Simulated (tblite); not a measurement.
# C4H13GeNSi: the cost of one run

Programs: tblite 0.8.0 and PySCF 2.14.0, with density-fitted response routines of our own. Each step states its level of theory. These are calculated values for one molecule in the gas phase, unless marked as measured. Atoms are numbered from 0 throughout.

### Step 1. The starting structure

20 atoms, charge 0, multiplicity 1; geometry from: force field or distance geometry start.

Bonds of the start (Å): C0–C1 1.33, C1–C2 1.51, C2–Si3 1.85, Si3–N4 1.78, N4–C5 1.44, C5–Ge6 1.96, C0–H7 1.07, C0–H8 1.10, C1–H9 1.08, C2–H10 1.12, C2–H11 1.09, Si3–H12 1.48, Si3–H13 1.47, N4–H14 1.05, C5–H15 1.10, C5–H16 1.12, Ge6–H17 1.54, Ge6–H18 1.56, Ge6–H19 1.53.

### Step 2. Geometry optimisation with GFN2-xTB

Job settings and geometry (Å):

```
{"job": {"kind": "relax", "xc": "GFN2-xTB", "basis": "xTB"}, "charge": 0, "multiplicity": 1}
C     -1.989700     2.043200    -1.772100
C     -2.369000     1.262700    -0.766000
C     -2.106600    -0.210500    -0.941500
Si    -0.967900    -0.859900     0.366700
N      0.669900    -0.220400     0.084300
C      1.600500    -1.059300     0.790300
Ge     3.432700    -0.411100     0.514200
H     -1.546400     1.641900    -2.661100
H     -2.171900     3.115600    -1.639400
H     -2.807500     1.681100     0.123800
H     -3.060800    -0.789800    -0.880200
H     -1.682800    -0.394400    -1.932100
H     -0.892100    -2.338900     0.389000
H     -1.359900    -0.445200     1.718900
H      0.740600     0.783700     0.386000
H      1.481000    -2.108500     0.471900
H      1.416700    -1.063300     1.899200
H      3.311900     1.065900     0.091300
H      4.123800    -0.474500     1.910200
H      4.172400    -1.207700    -0.566100
```

The run is started by

```console
OMP_NUM_THREADS=1 python probes_run.py task.json out
```

This one command runs all jobs of the session in turn.

Q: Estimate the wall time and peak memory of this first job on 1 thread of Arm Neoverse N1, shared host.

About 2 s, with a peak of 0.18 GiB.
